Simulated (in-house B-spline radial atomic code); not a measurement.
# Hf⁵⁺: ionisation energy by several methods

Wanted: one ionisation energy, Hf⁵⁺ to configuration [Kr] 4d10 4f13 5s2 5p5, up the ladder of functionals.

Program: in-house B-spline radial atomic code version 1. Level of theory: scalar-relativistic (X2C), several functionals, spin-polarised, exact exchange averaged over the configuration; spherical all-electron atom at the radial basis limit. These are calculated values, not measurements, unless marked.

**1. The atom as given**

| Property | Result |
| --- | --- |
| element | hafnium (Z = 72) |
| charge | +5 |
| electrons | 67 |
| configuration | [Xe] 4f13 |
| nucleus | Fermi, rms radius 5.347 fm |

The outer shells:

[Xe] 4f13
```
[Xe] core
4f [↑↓][↑↓][↑↓][↑↓][↑↓][↑↓][↑ ]
```

Where spins are not typed, each open shell is filled with up spins first.

**2. M06-2X, a global hybrid**

Settings, as recorded:

```ini
Z = 72
electrons = 67.0
configuration = [Xe] 4f13
hamiltonian = x2c
method = m062x
spin_polarised = True
nucleus = fermi
rms_radius = 5.347
mass_number = 180
atomic_mass = 179.946559537
speed_of_light = 137.035999084
exact_exchange = averaged over the configuration
```

On the command line:

```console
python run_scf.py task.json out
```

The settings of every run stand in task.json; they run in order.

**3. TPSSh, a global hybrid**

The settings differ from step 2 so:

```diff
@@ -4,3 +4,3 @@
 hamiltonian = x2c
-method = m062x
+method = tpssh
 spin_polarised = True
```

**4. LC-ωPBE, a range-separated hybrid**

The settings differ from step 3 so:

```diff
@@ -4,3 +4,3 @@
 hamiltonian = x2c
-method = tpssh
+method = lc_wpbe
 spin_polarised = True
```

**5. B3LYP, a global hybrid**

The settings differ from step 4 so:

```diff
@@ -4,3 +4,3 @@
 hamiltonian = x2c
-method = lc_wpbe
+method = b3lyp
 spin_polarised = True
```

**6. HSE06, a range-separated hybrid**

The settings differ from step 5 so:

```diff
@@ -4,3 +4,3 @@
 hamiltonian = x2c
-method = b3lyp
+method = hse06
 spin_polarised = True
```

**7. PBE0, a global hybrid**

The settings differ from step 6 so:

```diff
@@ -4,3 +4,3 @@
 hamiltonian = x2c
-method = hse06
+method = pbe0
 spin_polarised = True
```

The tabulated ionisation energy is 98 ± 5 eV (tabulated theoretical; NIST Atomic Spectra Database). What does each method give, and which comes nearest?

As calculated:

| method | rung | total energy (hartree) | ΔSCF (eV) | −ε highest (eV) | ΔSCF less tabulated (eV) |
| --- | --- | --- | --- | --- | --- |
| M06-2X | global hybrid | -15074.8798 | 102.74 | 90.37 (4f down) | +4.74 |
| TPSSh | global hybrid | -15072.8707 | 102.19 | 82.72 (4f down) | +4.19 |
| B3LYP | global hybrid | -15073.6398 | 102.11 | 84.56 (4f down) | +4.11 |
| PBE0 | global hybrid | -15073.1252 | 102.07 | 85.39 (4f down) | +4.07 |
| LC-ωPBE | range-separated hybrid | -15073.1321 | 101.92 | 86.86 (4f down) | +3.92 |
| HSE06 | range-separated hybrid | -15072.9191 | 101.97 | 84.89 (4f down) | +3.97 |

Tables give 98 ± 5 eV (tabulated theoretical; NIST Atomic Spectra Database) for the ionisation energy. LC-ωPBE misses by +3.92 eV, the least, and M06-2X by +4.74 eV (4.8 %), the most. The table's own uncertainty is as large as these misses, so the order means little. All methods miss on the same side by much the same amount, which points to something that they share. Relativistic terms that these runs lack can be as large as the gaps between close methods, so the nearest may be so by luck. Spin-orbit coupling is left out. Open shells are averaged (over orientations, and over spins where the run is restricted), while tables refer to the lowest levels. ΔSCF removes a 5p electron, which is never the highest level here, so the two columns refer to different electrons.
